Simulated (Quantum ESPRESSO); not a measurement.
# Cs7Cl (Fm-3m) in Quantum ESPRESSO: settings compared

Aim: see how the results for Cs7Cl move with the level of theory and the settings. Levels: PBEsol, PBE+D3M(BJ). Tasks: single point.

Program: Quantum ESPRESSO 7.5. These are calculated values, not measurements. Logs are shortened: lines on timing, memory, paths and dates and some standing lists are left out, and cuts for length are marked.

**1. The crystal as given**

Symmetry: Fm-3m, No. 225, cubic system. Conventional cell: a = 12.813 Å, b = 12.813 Å, c = 12.813 Å, α = 90.00°, β = 90.00°, γ = 90.00°.

The cell was built by a generator and needn't be a form met in nature.

**2. Single point, PBEsol**

Input file pw.in:

```
&CONTROL
  calculation = 'scf'
  prefix = 'pwscf'
  outdir = './tmp'
  pseudo_dir = './pseudo'
  tprnfor = .true.
  tstress = .true.
  disk_io = 'nowf'
/
&SYSTEM
  ibrav = 0
  nat = 8
  ntyp = 2
  ecutwfc = 87
  nbnd = 46
  input_dft = 'pbesol'
  occupations = 'smearing'
  smearing = 'mp'
  degauss = 0.00367493
/
&ELECTRONS
  conv_thr = 1.6d-09
  electron_maxstep = 120
  mixing_beta = 0.5
/
ATOMIC_SPECIES
Cs   132.9055 Cs.upf
Cl    35.4500 Cl.upf
CELL_PARAMETERS angstrom
   0.0000000000    6.4067404200    6.4067404200
   6.4067404200    0.0000000000    6.4067404200
   6.4067404200    6.4067404200    0.0000000000
ATOMIC_POSITIONS crystal
Cs     0.5000000000    0.5000000000    0.5000000000
Cs     0.0000000000    0.0000000000    0.5000000000
Cs     0.5000000000    0.0000000000    0.5000000000
Cs     0.0000000000    0.5000000000    0.5000000000
Cs     0.5000000000    0.5000000000    0.0000000000
Cs     0.0000000000    0.5000000000    0.0000000000
Cs     0.5000000000    0.0000000000    0.0000000000
Cl     0.0000000000    0.0000000000    0.0000000000
K_POINTS automatic
4 4 4 0 0 0
```

Potentials or basis: PseudoDojo 0.5 SR PBE stringent.

Launch:

```bash
OMP_NUM_THREADS=1 pw.x -in pw.in > pw.out
```

pw.out:

```text
This program is part of the open-source Quantum ESPRESSO suite
     for quantum simulation of materials; please cite
         "P. Giannozzi et al., J. Phys.:Condens. Matter 21 395502 (2009);
         "P. Giannozzi et al., J. Phys.:Condens. Matter 29 465901 (2017);
         "P. Giannozzi et al., J. Chem. Phys. 152 154105 (2020);
     in publications or presentations arising from this work. More details at

     IMPORTANT: XC functional enforced from input :
     Exchange-correlation= PBESOL
                           (   1   4  10   8   0   0   0)
     Any further DFT definition will be discarded
     Please, verify this is what you really want

     Message from routine setup:
     using ibrav=0 with symmetry is DISCOURAGED, use correct ibrav instead

     G-vector sticks info
     --------------------
     sticks:   dense  smooth     PW     G-vecs:    dense   smooth      PW
     Sum        7015    7015   1879               388799   388799   53377

     Using Slab Decomposition

     bravais-lattice index     =            0
     lattice parameter (alat)  =      17.1219  a.u.
     unit-cell volume          =    3549.2614 (a.u.)^3
     number of atoms/cell      =            8
     number of atomic types    =            2
     number of electrons       =        70.00
     number of Kohn-Sham states=           46
     kinetic-energy cutoff     =      87.0000  Ry
     charge density cutoff     =     348.0000  Ry
     scf convergence threshold =      1.6E-09
     mixing beta               =       0.5000
     number of iterations used =            8  plain     mixing
     Exchange-correlation= PBESOL
                           (   1   4  10   8   0   0   0)

     celldm(1)=  17.121862  celldm(2)=   0.000000  celldm(3)=   0.000000
     celldm(4)=   0.000000  celldm(5)=   0.000000  celldm(6)=   0.000000

     crystal axes: (cart. coord. in units of alat)
               a(1) = (   0.000000   0.707107   0.707107 )
               a(2) = (   0.707107   0.000000   0.707107 )
               a(3) = (   0.707107   0.707107   0.000000 )

     reciprocal axes: (cart. coord. in units 2 pi/alat)
               b(1) = ( -0.707107  0.707107  0.707107 )
               b(2) = (  0.707107 -0.707107  0.707107 )
               b(3) = (  0.707107  0.707107 -0.707107 )

     PseudoPot. # 1 for Cs read from file:
     Cs.upf
     Pseudo is Norm-conserving + core correction, Zval =  9.0
     Generated using ONCVPSP code by D. R. Hamann
     Using radial grid of 2414 points,  8 beta functions with:
                l(1) =   0
                l(2) =   0
                l(3) =   1
                l(4) =   1
                l(5) =   2
                l(6) =   2
                l(7) =   3
                l(8) =   3

     PseudoPot. # 2 for Cl read from file:
     Cl.upf
     Pseudo is Norm-conserving + core correction, Zval =  7.0
     Generated using ONCVPSP code by D. R. Hamann
     Using radial grid of 1028 points,  6 beta functions with:
                l(1) =   0
                l(2) =   0
                l(3) =   1
                l(4) =   1
                l(5) =   2
                l(6) =   2

     atomic species   valence    mass     pseudopotential
     Cs                9.00   132.90550     Cs( 1.00)
     Cl                7.00    35.45000     Cl( 1.00)

     48 Sym. Ops., with inversion, found

   Cartesian axes

     site n.     atom                  positions (alat units)
         1        Cs     tau(   1) = (   0.7071068   0.7071068   0.7071068  )
         2        Cs     tau(   2) = (   0.3535534   0.3535534   0.0000000  )
         3        Cs     tau(   3) = (   0.3535534   0.7071068   0.3535534  )
         4        Cs     tau(   4) = (   0.7071068   0.3535534   0.3535534  )
         5        Cs     tau(   5) = (   0.3535534   0.3535534   0.7071068  )
         6        Cs     tau(   6) = (   0.3535534   0.0000000   0.3535534  )
         7        Cs     tau(   7) = (   0.0000000   0.3535534   0.3535534  )
         8        Cl     tau(   8) = (   0.0000000   0.0000000   0.0000000  )

     number of k points=     8  Methfessel-Paxton smearing, width (Ry)=  0.0037
                       cart. coord. in units 2pi/alat
        k(    1) = (   0.0000000   0.0000000   0.0000000), wk =   0.0312500
        k(    2) = (   0.1767767   0.1767767  -0.1767767), wk =   0.2500000
        k(    3) = (  -0.3535534  -0.3535534   0.3535534), wk =   0.1250000
        k(    4) = (   0.3535534   0.0000000   0.0000000), wk =   0.1875000
        k(    5) = (  -0.1767767  -0.5303301   0.5303301), wk =   0.7500000
        k(    6) = (   0.0000000  -0.3535534   0.3535534), wk =   0.3750000
        k(    7) = (  -0.7071068   0.0000000   0.0000000), wk =   0.0937500
        k(    8) = (  -0.7071068   0.3535534   0.0000000), wk =   0.1875000

     Dense  grid:   388799 G-vectors     FFT dimensions: ( 108, 108, 108)

     Initial potential from superposition of free atoms

     starting charge      69.7330, renormalised to      70.0000
     Starting wfcs are   39 randomized atomic wfcs +    7 random wfcs

     Self-consistent Calculation

     iteration #  1     ecut=    87.00 Ry     beta= 0.50
     Davidson diagonalization with overlap
     ethr =  1.00E-02,  avg # of iterations =  4.9

     Threshold (ethr) on eigenvalues was too large:
     Diagonalizing with lowered threshold

     Davidson diagonalization with overlap
     ethr =  2.50E-04,  avg # of iterations =  6.5

     total energy              =    -359.07219988 Ry
     estimated scf accuracy    <       0.17307070 Ry

     iteration #  2     ecut=    87.00 Ry     beta= 0.50
     Davidson diagonalization with overlap
     ethr =  2.47E-04,  avg # of iterations =  2.9

     total energy              =    -359.10875362 Ry
     estimated scf accuracy    <       0.02411254 Ry

     iteration #  3     ecut=    87.00 Ry     beta= 0.50
     Davidson diagonalization with overlap
     c_bands:  1 eigenvalues not converged
     ethr =  3.44E-05,  avg # of iterations =  7.9

     total energy              =    -359.11186867 Ry
     estimated scf accuracy    <       0.00281758 Ry

     iteration #  4     ecut=    87.00 Ry     beta= 0.50
     Davidson diagonalization with overlap
     ethr =  4.03E-06,  avg # of iterations =  8.9

     total energy              =    -359.11228716 Ry
     estimated scf accuracy    <       0.00023450 Ry

     iteration #  5     ecut=    87.00 Ry     beta= 0.50
     Davidson diagonalization with overlap
     ethr =  3.35E-07,  avg # of iterations =  4.4

     total energy              =    -359.11234176 Ry
     estimated scf accuracy    <       0.00002534 Ry

     iteration #  6     ecut=    87.00 Ry     beta= 0.50
     Davidson diagonalization with overlap
     ethr =  3.62E-08,  avg # of iterations =  4.6

     total energy              =    -359.11235437 Ry
     estimated scf accuracy    <       0.00000270 Ry

     iteration #  7     ecut=    87.00 Ry     beta= 0.50
     Davidson diagonalization with overlap
     ethr =  3.86E-09,  avg # of iterations =  4.1

     total energy              =    -359.11235572 Ry
     estimated scf accuracy    <       0.00000021 Ry

     iteration #  8     ecut=    87.00 Ry     beta= 0.50
     Davidson diagonalization with overlap
     ethr =  2.95E-10,  avg # of iterations =  4.9

     total energy              =    -359.11235579 Ry
     estimated scf accuracy    <       0.00000002 Ry

     iteration #  9     ecut=    87.00 Ry     beta= 0.50
     Davidson diagonalization with overlap
     ethr =  2.34E-11,  avg # of iterations =  5.8

     total energy              =    -359.11235580 Ry
     estimated scf accuracy    <          8.2E-09 Ry

     iteration # 10     ecut=    87.00 Ry     beta= 0.50
     Davidson diagonalization with overlap
     ethr =  1.18E-11,  avg # of iterations =  3.4

     End of self-consistent calculation

          k = 0.0000 0.0000 0.0000 ( 48767 PWs)   bands (ev):

   -19.0289 -18.9746 -18.9746 -18.9746 -18.9507 -18.9507 -18.8430 -10.4068
    -6.2851  -6.2750  -6.2750  -6.2750  -6.1071  -6.1071  -6.1071  -5.8221
    -5.8221  -5.8221  -5.6915  -5.6915  -5.6915  -5.6524  -5.6524  -5.6524
    -5.6113  -5.6113  -5.5307  -5.5307  -5.5307   1.1838   1.1838   1.1838
     2.8061   4.3554   4.5416   4.5416   4.5416   4.7295   4.7295   5.3444
     5.6540   5.6540   5.6540   6.5876   6.8664   6.8665

          k = 0.1768 0.1768-0.1768 ( 48657 PWs)   bands (ev):

   -19.0206 -18.9820 -18.9711 -18.9711 -18.9542 -18.9542 -18.8442 -10.4073
    -6.2385  -6.2285  -6.2285  -6.1982  -6.0953  -6.0594  -6.0594  -5.8502
    -5.8502  -5.7982  -5.7462  -5.7114  -5.7114  -5.6880  -5.6880  -5.6780
    -5.6397  -5.6268  -5.6268  -5.5438  -5.5438   1.1350   1.1715   1.1715
     3.1137   4.4138   4.6171   4.7807   4.7807   4.9390   4.9390   5.5121
     5.7112   5.8539   5.8539   6.3157   6.4797   6.4798

          k =-0.3536-0.3536 0.3536 ( 48564 PWs)   bands (ev):

   -19.0024 -18.9994 -18.9627 -18.9627 -18.9627 -18.9627 -18.8453 -10.4078
    -6.1715  -6.1669  -6.1669  -6.1540  -5.9954  -5.9954  -5.9282  -5.9245
    -5.8531  -5.8531  -5.8383  -5.8383  -5.7680  -5.7448  -5.7329  -5.6825
    -5.6825  -5.6314  -5.6314  -5.5586  -5.5586   1.0903   1.1596   1.1596
     3.6910   4.0200   4.9593   5.0292   5.0292   5.4526   5.4526   5.5123
     5.7883   5.7883   5.8623   6.1706   6.3467   6.3468

          k = 0.3536 0.0000 0.0000 ( 48588 PWs)   bands (ev):

   -19.0180 -18.9748 -18.9747 -18.9747 -18.9603 -18.9506 -18.8445 -10.4075
    -6.2058  -6.2016  -6.2016  -6.2001  -6.0649  -6.0593  -6.0593  -5.8491
    -5.8491  -5.8303  -5.7346  -5.7298  -5.7298  -5.7010  -5.6905  -5.6905
    -5.6529  -5.6424  -5.6119  -5.5640  -5.5640   1.1333   1.1608   1.1608
     3.2162   4.5474   4.7466   4.7764   4.7764   4.9064   5.0663   5.5594
     5.7539   5.9081   5.9081   6.3535   6.4692   6.4692

          k =-0.1768-0.5303 0.5303 ( 48599 PWs)   bands (ev):

   -19.0029 -18.9895 -18.9713 -18.9702 -18.9644 -18.9541 -18.8456 -10.4080
    -6.1351  -6.1304  -6.1258  -6.0978  -6.0129  -5.9881  -5.9843  -5.9271
    -5.9043  -5.8732  -5.8220  -5.8174  -5.7759  -5.7460  -5.6973  -5.6940
    -5.6829  -5.6753  -5.6326  -5.5992  -5.5764   1.1017   1.1368   1.1489
     3.7838   4.3464   4.7023   5.0909   5.1263   5.3737   5.5027   5.6697
     5.8720   5.9419   6.0004   6.2104   6.2995   6.3554

          k = 0.0000-0.3536 0.3536 ( 48655 PWs)   bands (ev):

   -19.0087 -18.9871 -18.9754 -18.9628 -18.9626 -18.9561 -18.8452 -10.4078
    -6.1766  -6.1707  -6.1406  -6.1108  -6.0668  -6.0050  -5.9881  -5.9484
    -5.8533  -5.8354  -5.8000  -5.7688  -5.7680  -5.7313  -5.7089  -5.6753
    -5.6624  -5.6550  -5.6503  -5.6065  -5.5537   1.1126   1.1373   1.1594
     3.5588   4.4785   4.5809   4.9768   5.0915   5.2619   5.2967   5.7326
     5.7456   6.0393   6.0433   6.1040   6.2027   6.3301

          k =-0.7071 0.0000 0.0000 ( 48592 PWs)   bands (ev):

   -18.9995 -18.9776 -18.9749 -18.9749 -18.9749 -18.9505 -18.8459 -10.4082
    -6.1059  -6.0775  -6.0528  -6.0528  -6.0319  -6.0319  -5.9350  -5.8740
    -5.8740  -5.8718  -5.8705  -5.8705  -5.8396  -5.8384  -5.7663  -5.6715
    -5.6715  -5.6533  -5.6125  -5.6091  -5.6091   1.0895   1.1382   1.1382
     4.1057   4.1680   5.0187   5.1161   5.1161   5.3398   5.5753   5.6548
     5.9870   6.0486   6.1624   6.1624   6.3361   6.4015

          k =-0.7071 0.3536 0.0000 ( 48664 PWs)   bands (ev):

   -18.9923 -18.9923 -18.9774 -18.9750 -18.9576 -18.9576 -18.8459 -10.4082
    -6.0802  -6.0678  -6.0678  -6.0577  -5.9912  -5.9907  -5.9741  -5.9741
    -5.9732  -5.8847  -5.8651  -5.8651  -5.7314  -5.7292  -5.7238  -5.7205
    -5.6864  -5.6864  -5.6255  -5.6255  -5.5992   1.1140   1.1140   1.1374
     4.2606   4.3885   4.3885   4.8636   5.5759   5.5759   5.7164   5.8049
     5.8049   5.8980   6.0366   6.1342   6.1718   6.2251

     the Fermi energy is     4.7565 ev

!    total energy              =    -359.11235581 Ry
     estimated scf accuracy    <          2.7E-10 Ry
     smearing contrib. (-TS)   =      -0.00014672 Ry
     internal energy E=F+TS    =    -359.11220909 Ry

     The total energy is F=E-TS. E is the sum of the following terms:
     one-electron contribution =     -80.77527211 Ry
     hartree contribution      =      58.17421088 Ry
     xc contribution           =    -103.99203821 Ry
     ewald contribution        =    -232.51910965 Ry

     convergence has been achieved in  10 iterations

     Forces acting on atoms (cartesian axes, Ry/au):

     atom    1 type  1   force =     0.00000000    0.00000000    0.00000000
     atom    2 type  1   force =    -0.00000000    0.00000000   -0.00000000
     atom    3 type  1   force =     0.00000000    0.00000000   -0.00000000
     atom    4 type  1   force =    -0.00000000    0.00000000   -0.00000000
     atom    5 type  1   force =     0.00000000    0.00000000    0.00000000
     atom    6 type  1   force =     0.00000000    0.00000000   -0.00000000
     atom    7 type  1   force =     0.00000000   -0.00000000   -0.00000000
     atom    8 type  2   force =     0.00000000   -0.00000000    0.00000000

     Total force =     0.000000     Total SCF correction =     0.000000

     Computing stress (Cartesian axis) and pressure

          total   stress  (Ry/bohr**3)                   (kbar)     P=       11.11
   0.00007550   0.00000000   0.00000000           11.11        0.00        0.00
   0.00000000   0.00007550   0.00000000            0.00       11.11        0.00
   0.00000000   0.00000000   0.00007550            0.00        0.00       11.11

=------------------------------------------------------------------------------=
   JOB DONE.
=------------------------------------------------------------------------------=
```

It took 4.4 min on 1 thread of AMD EPYC 9R45 (Zen 5), shared host; peak memory 1.1 GiB.

What came out:

```yaml
Free_energy: -4885.9725 eV
Pressure: 1.1 GPa
Band_gap_on_the_k_mesh: none (metal or under the smearing width)
```

Levels at points of the mesh, in eV from the Fermi level:
```tsv
k point	band 31	band 32	band 33	band 34	band 35	band 36	band 37	band 38	band 39	band 40
(0.00, 0.00, 0.00)	-3.57	-3.57	-1.95	-0.40	-0.21	-0.21	-0.21	-0.03	-0.03	0.59
(0.00, 0.00, -0.50)	-3.60	-3.60	-1.07	-0.74	0.20	0.27	0.27	0.70	0.70	0.76
(0.00, -0.50, -0.50)	-3.62	-3.62	-0.65	-0.59	0.26	0.36	0.36	0.58	0.82	0.90
```

Caveat: the potentials were made for another functional, which shifts forces and pressure.

**3. Single point, PBE+D3M(BJ)**

Input file pw.in:

```
&CONTROL
  calculation = 'scf'
  prefix = 'pwscf'
  outdir = './tmp'
  pseudo_dir = './pseudo'
  tprnfor = .true.
  tstress = .true.
  disk_io = 'nowf'
/
&SYSTEM
  ibrav = 0
  nat = 8
  ntyp = 2
  ecutwfc = 58
  nbnd = 46
  occupations = 'smearing'
  smearing = 'gaussian'
  degauss = 0.00999582
  vdw_corr = 'grimme-d3'
  dftd3_version = 6
/
&ELECTRONS
  conv_thr = 1.6d-09
  electron_maxstep = 120
  mixing_beta = 0.5
/
ATOMIC_SPECIES
Cs   132.9055 Cs.upf
Cl    35.4500 Cl.upf
CELL_PARAMETERS angstrom
   0.0000000000    6.4067404200    6.4067404200
   6.4067404200    0.0000000000    6.4067404200
   6.4067404200    6.4067404200    0.0000000000
ATOMIC_POSITIONS angstrom
Cs     6.4067404200    6.4067404200    6.4067404200
Cs     3.2033702100    3.2033702100    0.0000000000
Cs     3.2033702100    6.4067404200    3.2033702100
Cs     6.4067404200    3.2033702100    3.2033702100
Cs     3.2033702100    3.2033702100    6.4067404200
Cs     3.2033702100    0.0000000000    3.2033702100
Cs     0.0000000000    3.2033702100    3.2033702100
Cl     0.0000000000    0.0000000000    0.0000000000
K_POINTS automatic
4 4 4 0 0 0
```

Potentials or basis: PseudoDojo 0.5 SR PBE standard.

Launch:

```bash
OMP_NUM_THREADS=1 pw.x -in pw.in > pw.out
```

Run time: 2 min. Hardware: 1 thread of AMD EPYC 9R45 (Zen 5), shared host; peak memory 0.63 GiB.

The run converged. Its results:

```yaml
Free_energy: -4905.1085 eV
Pressure: -1.8 GPa
Band_gap_on_the_k_mesh: none (metal or under the smearing width)
```

Levels at points of the mesh, in eV from the Fermi level:
| k point | band 33 | band 34 | band 35 | band 36 | band 37 | band 38 |
| --- | --- | --- | --- | --- | --- | --- |
| (0.00, 0.00, 0.00) | -1.95 | -0.41 | -0.21 | -0.21 | -0.21 | -0.02 |
| (0.00, 0.00, -0.50) | -1.07 | -0.74 | 0.19 | 0.27 | 0.27 | 0.69 |
| (0.00, -0.50, -0.50) | -0.67 | -0.59 | 0.24 | 0.35 | 0.35 | 0.56 |

Caveat: pairwise dispersion overbinds metals, which lowers pressure and volume.

**4. The reference run**

An earlier run on the cell as given: functional PBE; potentials or basis SSSP 1.3 efficiency PBE; cutoff 748 eV; density cutoff 5987 eV; k mesh 4 × 4 × 4; occupations fermi-dirac, width 0.05 eV; no spin polarisation.

- Pressure: 1.6 GPa
- Band gap on the k mesh: none (metal or under the smearing width)

**5. Summary**

| level | potentials or basis | cutoff (eV) | smearing | other keys | gap on the mesh (eV) | pressure (GPa) |
| --- | --- | --- | --- | --- | --- | --- |
| PBEsol | PseudoDojo 0.5 SR PBE stringent | 1184 | methfessel-paxton 0.05 eV | ecut_scale = 1.5 | none | 1.1 |
| PBE+D3M(BJ) | PseudoDojo 0.5 SR PBE standard | 789 | gaussian 0.136 eV | - | none | -1.8 |
| PBE | SSSP 1.3 efficiency PBE | 748 | fermi-dirac 0.05 eV | - | none | 1.6 |

Alike in all rows: task single point; no spin polarisation; cell as given; k mesh 4 × 4 × 4.

Caveats: the potentials were made for another functional, which shifts forces and pressure (some runs); pairwise dispersion overbinds metals, which lowers pressure and volume (some runs).

Absolute energies hang on the potentials; compare differences alone.
